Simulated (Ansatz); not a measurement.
# PbAu2: the cost of one run

Computed with Ansatz 0.2.0 through its Python package. The levels of theory stand in the script.

### 1 The structure

It takes space group Fd-3m (No. 227, cubic). The conventional cell has a = 7.927 Å, b = 7.927 Å, c = 7.927 Å, α = 90.00°, β = 90.00°, γ = 90.00°. Around Pb (site symmetry -43m) lie 12 Au at 3.29 Å and 4 Pb at 3.43 Å. Around Au (site symmetry -3m) lie 6 Au at 2.80 Å.

pbau2.cif, read by the script:

```cif
data_PbAu2
_cell_length_a 5.605235
_cell_length_b 5.605235
_cell_length_c 5.605235
_cell_angle_alpha 60.00000
_cell_angle_beta 60.00000
_cell_angle_gamma 60.00000
_symmetry_space_group_name_H-M 'P 1'
_symmetry_Int_Tables_number 1
loop_
_symmetry_equiv_pos_as_xyz
'x, y, z'
loop_
_atom_site_label
_atom_site_type_symbol
_atom_site_fract_x
_atom_site_fract_y
_atom_site_fract_z
Pb1 Pb    0.000000    0.000000    0.000000
Pb2 Pb    0.250000    0.250000    0.250000
Au3 Au    0.625000    0.625000    0.625000
Au4 Au    0.125000    0.625000    0.625000
Au5 Au    0.625000    0.625000    0.125000
Au6 Au    0.625000    0.125000    0.625000
```

### 2 Script

Contents of run_lattice.py:

```python
"""How the lattice of PbAu2 depends on the functional."""

import warnings

import ansatz as az
from ase.io import read
import numpy as np

FILLING = "Fermi-Dirac"
WIDTH_EV = 0.1
FORCE_TOL = 0.03

def edges_and_angles(cell):
    cell = np.asarray(cell)
    a, b, c = np.linalg.norm(cell, axis=1)
    cosines = cell[1] @ cell[2] / (b * c), cell[0] @ cell[2] / (a * c), cell[0] @ cell[1] / (a * b)
    return (a, b, c, *np.degrees(np.arccos(cosines)))

warnings.simplefilter("ignore", az.DeckWarning)

atoms = read("pbau2.cif")
crystal = az.Crystal.from_ase(atoms)

model = (
    crystal.calculation()
    .kpoints(7)
    .occupations(FILLING, width=WIDTH_EV)
    .relax(cell=True, force_tolerance=FORCE_TOL, max_steps=60)
)

levels = [("lda", "none"), ("blyp", "d3bj"), ("pbesol", "none")]
print("level            a       b       c    alpha   beta  gamma  V/atom  steps")
for name, dispersion in levels:
    seen = []
    run = model.functional(name, dispersion=dispersion).session().plan()
    res = run.execute(on_event=lambda e: seen.append(e) if e["event"] == "relax_step" else None)
    cell = res.lattice.cell_ang
    label = name if dispersion == "none" else f"{name}+{dispersion}"
    print("{:13s} {:7.4f} {:7.4f} {:7.4f} {:6.2f} {:6.2f} {:6.2f}".format(label, *edges_and_angles(cell)), f"{abs(np.linalg.det(cell)) / len(res.lattice.sites):7.3f} {len(seen):5d}")
```

### 3 The input behind the calls

The package turns the script's settings into the engine's input (first run):

```yaml
crystal:
  lattice:
    - [5.605235, 0.0, 0.0]
    - [2.8026175000000006, 4.854275904181668, 0.0]
    - [2.8026175000000006, 1.6180919680605563, 4.576655212796422]
  atoms:
    - { symbol: Pb, position: [0.0, 0.0, 0.0] }
    - { symbol: Pb, position: [0.24999999999999997, 0.24999999999999997, 0.25] }
    - { symbol: Au, position: [0.625, 0.6250000000000001, 0.625] }
    - { symbol: Au, position: [0.125, 0.6250000000000001, 0.625] }
    - { symbol: Au, position: [0.625, 0.6250000000000002, 0.125] }
    - { symbol: Au, position: [0.625, 0.125, 0.625] }
kpoints:
  mp_grid:
    grid: [7, 7, 7]
hamiltonian:
  xc: lda
  dispersion: none
scf:
  occupations:
    method: fermi_dirac
    width: 0.1
relax:
  f_tol: 0.03
  max_steps: 60
  cell: {}
```

### 4 The run

Run with:

```console
> python run_lattice.py
```

**Question.** How long does this script take on 1 thread of Arm Neoverse V1, shared host, and how much memory does it need?

About 2 min, with a peak of 0.59 GiB.
